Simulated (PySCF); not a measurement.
**CH₆AsNSi: electronic excitations and core binding energies**

What electronic excitations and core binding energies should CH₆AsNSi (`[H]/N=C/[SiH2][AsH2]`) show?

Computed with PySCF 2.14.0, with density-fitted response routines of our own, on a single molecule in the gas phase. Atoms are numbered from 0 throughout.

### Step 1. The molecule as given

10 atoms, charge 0, multiplicity 1; geometry from: GFN2-xTB.

Bonds of the start (Å): N0–C1 1.26, C1–Si2 1.90, Si2–As3 2.32, N0–H4 1.02, C1–H5 1.10, Si2–H6 1.47, Si2–H7 1.47, As3–H8 1.49, As3–H9 1.50.

### Step 2. Ultraviolet spectrum: PBE0/def2-SVPD

What the job is given:

```
{"job": {"kind": "uv", "xc": "PBE0", "basis": "def2-SVPD", "nstates": 8, "ntriplets": 3}, "charge": 0, "multiplicity": 1}
N      1.114255    -1.120882    -0.127814
C      1.145122     0.117232    -0.341380
Si    -0.460387     1.082332     0.002958
As    -2.044213    -0.441777     0.739446
H      1.973260    -1.641896    -0.312548
H      2.039361     0.639348    -0.709888
H     -0.106210     2.128132     0.978959
H     -0.795198     1.776403    -1.252698
H     -1.013814    -1.234593     1.468923
H     -1.843294    -1.299646    -0.468485
```

Method: TDDFT PBE0/def2-SVPD, vertical, gas phase, core orbitals frozen in the response.

Command:

```bash
OMP_NUM_THREADS=1 python probes_run.py task.json out
```

The driver reads the jobs from task.json and runs them one after another.

Standard output:

```text
coarse grid: 38880 points
cycle   1  E = -2620.8411817197  dE = -5.329e-01  |g| = 3.301e-01  |ddm| = 3.894e+00
cycle   2  E = -2620.8125366765  dE =  2.865e-02  |g| = 4.796e-01  |ddm| = 1.217e+00
cycle   3  E = -2620.8636942941  dE = -5.116e-02  |g| = 9.985e-02  |ddm| = 7.774e-01
cycle   4  E = -2620.8658172922  dE = -2.123e-03  |g| = 2.172e-02  |ddm| = 1.185e-01
cycle   5  E = -2620.8659234185  dE = -1.061e-04  |g| = 6.541e-03  |ddm| = 3.194e-02
cycle   6  E = -2620.8659366851  dE = -1.327e-05  |g| = 9.560e-04  |ddm| = 1.227e-02
cycle   7  E = -2620.8659370017  dE = -3.166e-07  |g| = 2.849e-04  |ddm| = 2.063e-03
final grid: 79432 points
cycle   8  E = -2620.8659410610  dE = -8.974e-08  |g| = 3.522e-04  |ddm| = 5.771e-03
cycle   9  E = -2620.8659410495  dE =  1.146e-08  |g| = 4.393e-04  |ddm| = 1.168e-03
cycle  10  E = -2620.8659410902  dE = -4.064e-08  |g| = 8.576e-05  |ddm| = 6.343e-04
cycle  11  E = -2620.8659410919  dE = -1.759e-09  |g| = 1.333e-05  |ddm| = 1.253e-04
cycle  12  E = -2620.8659410920  dE = -4.684e-11  |g| = 3.829e-06  |ddm| = 2.344e-05
converged SCF energy = -2620.8659410920

Static polarisability (au): isotropic 79.871, principal 62.691 83.805 93.116

Singlet excitations
state   eV       nm        f      main configurations
  1   4.4124    281.0   0.00180   H->L 0.98
  2   5.3197    233.1   0.00012   H-1->L 0.98
  3   6.3198    196.2   0.02843   H-1->L+1 0.70, H-1->L+2 0.12, H-1->L+3 0.10
  4   6.3723    194.6   0.00217   H->L+1 0.88, H->L+2 0.08
  5   6.3949    193.9   0.07936   H-1->L+2 0.40, H->L+2 0.29, H-1->L+1 0.22
  6   6.4313    192.8   0.00825   H->L+2 0.46, H-1->L+2 0.35, H->L+4 0.08
  7   6.6896    185.3   0.00607   H->L+4 0.52, H->L+3 0.38
  8   6.7424    183.9   0.02040   H-1->L+3 0.71, H-1->L+4 0.08

Triplet excitations (Tamm-Dancoff, eV): 3.5370 5.0415 5.1728
```

Wall time 34 s (1 thread of Intel Xeon at 2.50GHz, shared host); peak memory 0.62 GiB.

The orbitals next to the gap, with their largest atomic shares:

```csv
orbital,eV,atoms
HOMO−3,-9.31,"Si2 24 %, N0 24 %, H7 17 %"
HOMO−2,-9.04,"As3 39 %, Si2 26 %, H6 10 %"
HOMO−1,-7.33,"As3 66 %, Si2 11 %, H9 6 %"
HOMO,-7.24,"N0 49 %, C1 20 %, Si2 10 %"
LUMO,-0.87,"N0 38 %, C1 37 %, Si2 10 %"
LUMO+1,0.24,"Si2 29 %, As3 29 %, H7 13 %"
LUMO+2,0.37,"As3 35 %, Si2 24 %, H9 16 %"
```

With each of the 8 states as a Gaussian band of 0.4 eV half-width at 1/e, the curve within the window shown has maxima at 281 nm (ε 73), 193 nm (ε 5,300) L/(mol cm). Beyond the last state computed it falls off for lack of states. The curve at chosen wavelengths:

| nm | ε (L/mol/cm) |
| --- | --- |
| 176 | 899 |
| 182 | 2538 |
| 188 | 4535 |
| 194 | 5266 |
| 200 | 4061 |
| 206 | 2166 |
| 212 | 840 |
| 218 | 251 |
| 224 | 62 |
| 230 | 16 |
| 236 | 8 |
| 242 | 7 |
| 248 | 11 |
| 253 | 18 |
| 259 | 31 |
| 265 | 47 |
| 271 | 62 |
| 277 | 71 |
| 283 | 72 |
| 289 | 66 |
| 295 | 55 |
| 301 | 42 |
| 307 | 30 |
| 313 | 20 |
| 319 | 13 |
| 325 | 8 |

Ground-state properties from the same run:

```csv
property,computed
dipole moment (D),1.99
polarisability (Å³),11.84
HOMO–LUMO gap (eV),6.37
−ε(HOMO) (eV),7.24
```

### Step 3. Core holes by ΔSCF: SCAN, X2C

Settings changed since step 2:

```diff
@@ -1,2 +1,2 @@
-{"job": {"kind": "uv", "xc": "PBE0", "basis": "def2-SVPD", "nstates": 8, "ntriplets": 3}, "charge": 0, "multiplicity": 1}
+{"job": {"kind": "xps"}, "charge": 0, "multiplicity": 1}
 N      1.114255    -1.120882    -0.127814
```

With the program's defaults for keys left out, this is: delta-SCF UKS SCAN, pcX-2 on the ionised atom, pcseg-1 elsewhere, spin-free X2C.

Standard output:

```text
ground state, core basis on atom 0 (N), 134 functions
  cycle   1  E = -2641.85542350  |g| = 3.64e-01
  cycle   2  E = -2641.79228993  |g| = 6.36e-01
  cycle   3  E = -2641.88402197  |g| = 1.45e-01
  cycle   4  E = -2641.88890417  |g| = 3.74e-02
  cycle   5  E = -2641.88926201  |g| = 9.50e-03
  cycle   6  E = -2641.88928795  |g| = 3.42e-03
  cycle   7  E = -2641.88928938  |g| = 1.02e-03
  cycle   8  E = -2641.88929160  |g| = 1.50e-04
  E(ground) = -2641.82553167 Eh
hole in N 1s of atom 0
  cycle   1  E = -2626.30323503  |g| = 1.85e+00
  cycle   2  E = -2624.57924880  |g| = 2.29e+00
  cycle   3  E = -2626.59443523  |g| = 7.76e-01
  cycle   4  E = -2626.93132767  |g| = 4.38e-01
  cycle   5  E = -2627.00429673  |g| = 1.58e-01
  cycle   6  E = -2627.01475609  |g| = 3.54e-02
  cycle   7  E = -2627.01553543  |g| = 8.94e-03
  cycle   8  E = -2627.01559541  |g| = 3.38e-03
  cycle   9  E = -2627.01560699  |g| = 2.16e-03
  cycle  10  E = -2627.01561152  |g| = 7.35e-04
  cycle  11  E = -2627.01561022  |g| = 2.57e-04
  E(ion) = -2626.95095517 Eh   <S^2> = 0.7791   hole on atom = 1.000   binding energy = 404.758 eV
ground state, core basis on atom 1 (C), 134 functions
  cycle   1  E = -2641.87934862  |g| = 6.02e-02
  cycle   2  E = -2641.87879644  |g| = 5.46e-02
  cycle   3  E = -2641.87896067  |g| = 4.68e-02
  cycle   4  E = -2641.87948133  |g| = 3.41e-03
  cycle   5  E = -2641.87948531  |g| = 5.50e-04
  cycle   6  E = -2641.87948490  |g| = 7.74e-05
  E(ground) = -2641.81704009 Eh
hole in C 1s of atom 1
  cycle   1  E = -2630.59258153  |g| = 1.50e+00
  cycle   2  E = -2628.39348364  |g| = 2.22e+00
  cycle   3  E = -2630.78780234  |g| = 7.54e-01
  cycle   4  E = -2631.05743691  |g| = 4.94e-01
  cycle   5  E = -2631.13466835  |g| = 2.60e-01
  cycle   6  E = -2631.16472743  |g| = 5.80e-02
  cycle   7  E = -2631.16703793  |g| = 1.53e-02
  cycle   8  E = -2631.16742122  |g| = 9.84e-03
  cycle   9  E = -2631.16762384  |g| = 7.54e-03
  cycle  10  E = -2631.16784027  |g| = 5.58e-03
  cycle  11  E = -2631.16793602  |g| = 2.89e-03
  cycle  12  E = -2631.16795327  |g| = 1.38e-03
  cycle  13  E = -2631.16795672  |g| = 5.43e-04
  cycle  14  E = -2631.16795800  |g| = 2.27e-04
  E(ion) = -2631.10392712 Eh   <S^2> = 0.8608   hole on atom = 1.000   binding energy = 291.519 eV
ground state, core basis on atom 2 (Si), 145 functions
  cycle   1  E = -2641.97046977  |g| = 2.86e-01
  cycle   2  E = -2641.97026507  |g| = 4.67e-02
  cycle   3  E = -2641.96878142  |g| = 8.74e-02
  cycle   4  E = -2641.97061165  |g| = 1.45e-02
  cycle   5  E = -2641.97065065  |g| = 2.39e-03
  cycle   6  E = -2641.97065312  |g| = 2.31e-04
  E(ground) = -2641.86607034 Eh
hole in Si 1s of atom 2
  cycle   1  E = -2573.04387165  |g| = 4.35e+00
  cycle   2  E = -2572.66603587  |g| = 2.34e+00
  cycle   3  E = -2573.08462494  |g| = 1.23e+00
  cycle   4  E = -2573.90681031  |g| = 6.34e-01
  cycle   5  E = -2574.06418594  |g| = 3.12e-01
  cycle   6  E = -2574.11450887  |g| = 5.14e-02
  cycle   7  E = -2574.11626086  |g| = 1.17e-02
  cycle   8  E = -2574.11636968  |g| = 3.36e-03
  cycle   9  E = -2574.11637631  |g| = 1.25e-03
  cycle  10  E = -2574.11637749  |g| = 4.63e-04
  E(ion) = -2574.01970359 Eh   <S^2> = 0.7526   hole on atom = 1.000   binding energy = 1846.194 eV
hole in Si 2p of atom 2
  cycle   1  E = -2637.70135265  |g| = 1.24e+00
  cycle   2  E = -2637.21380173  |g| = 1.35e+00
  cycle   3  E = -2637.84139554  |g| = 5.72e-01
  cycle   4  E = -2638.00511933  |g| = 2.61e-01
  cycle   5  E = -2638.03159156  |g| = 9.88e-02
  cycle   6  E = -2638.03776091  |g| = 1.18e-02
  cycle   7  E = -2638.03783809  |g| = 4.66e-03
  cycle   8  E = -2638.03784860  |g| = 1.83e-03
  cycle   9  E = -2638.03785458  |g| = 5.77e-04
  cycle  10  E = -2638.03785473  |g| = 3.40e-04
  E(ion) = -2637.94506542 Eh   <S^2> = 0.7529   hole on atom = 1.002   binding energy = 106.696 eV
  2p3/2 = 106.479 eV   2p1/2 = 107.102 eV
```

It took 61 s on 1 thread of Intel Xeon at 2.50GHz, shared host; peak memory 0.4 GiB.

The holes in one table. −ε is the ground-state orbital energy:

```csv
hole,stands for,environment,ΔSCF (eV; 2p as the shell's mean),−ε (eV),⟨S²⟩
N1s on N0,N0,imine nitrogen,404.76,385.9,0.779
C1s on C1,C1,C=N carbon,291.52 (doubtful),274.8,0.861
Si1s on Si2,Si2,"silicon bonded to C, As, 2 H",1846.19,1793.4,0.753
Si2p on Si2,Si2,"silicon bonded to C, As, 2 H",106.69,96.2,0.753
```

Doubtful: the ion did not converge, its hole moved, or its ⟨S²⟩ is well above 0.75.

With the spin-orbit splitting: Si2 2p3/2 106.48, 2p1/2 107.10 eV. The table gives each 2p level as the mean over the whole 2p shell (two parts 2p3/2, one part 2p1/2), which differs a little from the single hole in the log.

### Step 4. Results

```
                                quantity                        value
         lowest singlet (PBE0/def2-SVPD)  4.41 eV (281 nm), f = 0.002
brightest single state of those computed  state 5, 6.39 eV, f = 0.079
                          lowest triplet                      3.54 eV
        N1s binding energies, SCAN/pcX-2                 N0 404.76 eV
       Si1s binding energies, SCAN/pcX-2               Si2 1846.19 eV
       Si2p binding energies, SCAN/pcX-2                Si2 106.69 eV
```

What this shows: The lowest singlet, at 4.41 eV, is HOMO→LUMO 0.98 and is weak; of the 8 states computed, the strongest absorption comes from state 5 at 6.39 eV. The lowest triplet lies 0.88 eV below the lowest singlet (triplets in Tamm-Dancoff, singlets in full TDDFT).
